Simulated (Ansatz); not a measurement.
**C2H8O2Si: small, medium and large basis sets**

How large a basis does C2H8O2Si need? Two functionals are run in growing sets.

Program: Ansatz 0.2.0, Gaussian basis. Level of theory: one geometry, several basis sets. These are calculated values, not measurements.

The runs, in order: PBE0-D4/def2-SVP; ωB97M-V/def2-SVP; PBE0-D4/def2-QZVPP; ωB97M-V/def2-QZVPP; the functionals' def2-TZVPP values are taken from earlier runs.

### Step 1. The geometry

All runs share one geometry, relaxed beforehand with PBE0-D4 in a triple-zeta def2 set.

SMILES `C[Si](C)(O)O`, 13 atoms, charge 0, spin multiplicity 1.

Atoms are counted from 1 here; the program's logs count them from 0.

Bond lengths: C1–Si2 1.866 Å, C1–H6 1.094 Å, C1–H7 1.093 Å, C1–H8 1.094 Å, Si2–C3 1.854 Å, Si2–O4 1.654 Å, Si2–O5 1.644 Å, C3–H9 1.092 Å, C3–H10 1.093 Å, C3–H11 1.093 Å, O4–H12 0.957 Å, O5–H13 0.958 Å. Angles: Si2–C1–H6 111.4°, Si2–C1–H7 110.5°, Si2–C1–H8 111.6°, H6–C1–H7 107.7°, H6–C1–H8 107.9°, H7–C1–H8 107.5°, C1–Si2–C3 111.8°, C1–Si2–O4 109.0°, C1–Si2–O5 111.9°, C3–Si2–O4 111.7°, C3–Si2–O5 105.7°, O4–Si2–O5 106.7°, Si2–C3–H9 110.3°, Si2–C3–H10 110.9°, Si2–C3–H11 111.2°, H9–C3–H10 108.1°, H9–C3–H11 108.2°, H10–C3–H11 108.1° and more.

As a file:

```
C    -1.4098    0.4664   -0.5995
Si    0.1732    0.1559    0.3377
C     1.3153   -0.9680   -0.5939
O    -0.1969   -0.4499    1.8320
O     1.0193    1.5435    0.5869
H    -2.0677    1.1502   -0.0559
H    -1.1962    0.9148   -1.5732
H    -1.9615   -0.4614   -0.7783
H     2.2068   -1.1792    0.0008
H     1.6352   -0.5090   -1.5327
H     0.8299   -1.9185   -0.8296
H    -1.0377   -0.8960    1.9306
H     0.7104    2.1164    1.2898
```

### Step 2. PBE0-D4 in def2-SVP

in.yaml reads:

```yaml
crystal:
  periodic: [false, false, false]
  atoms:
    - {symbol: C, position_ang: [-1.409844, 0.466402, -0.599540]}
    - {symbol: Si, position_ang: [0.173195, 0.155876, 0.337728]}
    - {symbol: C, position_ang: [1.315294, -0.967997, -0.593945]}
    - {symbol: O, position_ang: [-0.196908, -0.449864, 1.832000]}
    - {symbol: O, position_ang: [1.019318, 1.543505, 0.586943]}
    - {symbol: H, position_ang: [-2.067677, 1.150152, -0.055864]}
    - {symbol: H, position_ang: [-1.196190, 0.914784, -1.573240]}
    - {symbol: H, position_ang: [-1.961525, -0.461362, -0.778293]}
    - {symbol: H, position_ang: [2.206841, -1.179209, 0.000837]}
    - {symbol: H, position_ang: [1.635168, -0.508963, -1.532736]}
    - {symbol: H, position_ang: [0.829948, -1.918548, -0.829642]}
    - {symbol: H, position_ang: [-1.037671, -0.896013, 1.930649]}
    - {symbol: H, position_ang: [0.710353, 2.116437, 1.289804]}
basis:
  gaussian: {orbitals: def2-SVP}
hamiltonian: {xc: pbe0, dispersion: d4}
output: {orbitals: {seedname: orbitals}}
```

The run is started by

```
ansatz run in.yaml --threads 4 --pin off --events-out ev --progress --plain --max-ram 10444MiB
```

Further steps of the session: ωB97M-V in def2-SVP; PBE0-D4 in def2-QZVPP; ωB97M-V in def2-QZVPP.

**Question.** What will the summary of the whole plan be? Wanted: PBE0-D4: double and triple zeta above quadruple; ωB97M-V: double and triple zeta above quadruple.

The runs gave:

| quantity | value |
| --- | --- |
| PBE0-D4: double and triple zeta above quadruple | 11.39, 0.66 eV |
| ωB97M-V: double and triple zeta above quadruple | 11.64, 0.62 eV |

In words: PBE0-D4 gains 10.73 eV from double to triple zeta, then 0.66 eV more. These are total energies; as a rule much of such shifts cancels in differences, which this series doesn't test. The LUMO of ωB97M-V is positive and keeps falling with the basis (2.87 to 1.30 eV): an unbound level that the basis holds in place.
